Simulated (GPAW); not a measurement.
The system is Sn3Se.

```
Sn Se
1.0
     4.74188    0.00000    0.00000
     0.00000    4.74188    0.00000
     0.00000    0.00000    4.74188
Sn Se
3 1
Direct
  0.50000 0.50000 0.00000
  0.50000 0.00000 0.50000
  0.00000 0.50000 0.50000
  0.00000 0.00000 0.00000
```

The cell comes from a database or a generator and needn't be the stable form of this composition.

```yaml
Program: GPAW 26.7.0
Task: relaxation of cell and atoms
Functional: PBEsol
Dispersion: D3(BJ)+ATM
Potentials_or_basis: PAW data sets generated in the run's folder for this functional
Cutoff: 600 eV
Basis: pw
k_mesh: 6 × 6 × 6
Occupations: fermi-dirac, width 0.05 eV
Spin: no spin polarisation
```

At the start: pressure -4.9 GPa; volume 26.66 Å³/atom.

Problem. Where does the relaxation end?

Solution. Over 4 steps the energy falls by 42.0 meV/atom and the volume is 24.11 Å³/atom (-9.6 %); space group Pm-3m (No. 221, to 0.05 Å).

Step by step:
```
step  energy change (eV)  largest force (eV/Å)  pressure (GPa)  volume (Å³)
   1              0.0000                0.0000           -4.90       106.62
   2             -0.0273                0.0000           -4.56       105.70
   3             -0.1667                0.0000            0.57        95.45
   4             -0.1682                0.0000           -0.05        96.44
```

Final structure:
```yaml
crystal:
  lattice:
    - [4.58584, 0.00000, 0.00000]
    - [0.00000, 4.58584, 0.00000]
    - [0.00000, 0.00000, 4.58584]
  atoms:
    - { symbol: Sn, position: [0.50000, 0.50000, 0.00000] }
    - { symbol: Sn, position: [0.50000, 0.00000, 0.50000] }
    - { symbol: Sn, position: [0.00000, 0.50000, 0.50000] }
    - { symbol: Se, position: [0.00000, 0.00000, 0.00000] }
```

Caveat: later steps reuse the first step's grids; pairwise dispersion overbinds metals, which lowers pressure and volume.
